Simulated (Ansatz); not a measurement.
# F6Si: the cost of one run

Program: Ansatz 0.2.0. Level of theory: DFT PBE0, Gaussian basis def2-TZVP. These are calculated values, not measurements.

### Step 1. The system as given

Bond lengths: Si1–F2 1.720 Å, Si1–F3 1.720 Å, Si1–F4 1.720 Å, Si1–F5 1.720 Å, Si1–F6 1.720 Å, Si1–F7 1.720 Å. Angles (14 of 15 angles, heavy atoms first): F2–Si1–F3 180.0°, F2–Si1–F4 90.0°, F2–Si1–F5 90.0°, F2–Si1–F6 90.0°, F2–Si1–F7 90.0°, F3–Si1–F4 90.0°, F3–Si1–F5 90.0°, F3–Si1–F6 90.0°, F3–Si1–F7 90.0°, F4–Si1–F5 180.0°, F4–Si1–F6 90.0°, F4–Si1–F7 90.0°, F5–Si1–F6 90.0°, F5–Si1–F7 90.0°.

As a file:

```xyz
7

Si    0.0000    0.0000    0.0000
F     1.7200    0.0000    0.0000
F    -1.7200    0.0000    0.0000
F     0.0000    1.7200    0.0000
F     0.0000   -1.7200    0.0000
F     0.0000    0.0000    1.7200
F     0.0000    0.0000   -1.7200
```

### Step 2. Relaxing the atoms: F6Si, charge -2

File input.yaml:

```yaml
crystal:
  periodic: [false, false, false]
  atoms:
    - { symbol: Si, position_ang: [0.0, 0.0, 0.0] }
    - { symbol: F, position_ang: [1.72, 0.0, 0.0] }
    - { symbol: F, position_ang: [-1.72, 0.0, 0.0] }
    - { symbol: F, position_ang: [0.0, 1.72, 0.0] }
    - { symbol: F, position_ang: [0.0, -1.72, 0.0] }
    - { symbol: F, position_ang: [0.0, 0.0, 1.72] }
    - { symbol: F, position_ang: [0.0, 0.0, -1.72] }
total_charge: -2
basis:
  gaussian: { orbitals: def2-TZVP }
hamiltonian:
  xc: pbe0
relax:
  f_tol: 0.004
  max_steps: 200
output:
  orbitals: {}
```

The run is started by

```
> ansatz run input.yaml --threads 4 --pin off --max-ram 8192MiB --backend cpu --events-out ev --progress --plain --runs-dir out
```

**Question.** How long does this run take on 4 threads of Intel Xeon Platinum 8259CL at 2.50GHz (Skylake/Cascade Lake), shared host, and how much memory does it need?

About 16 s, with a peak of 0.63 GiB.
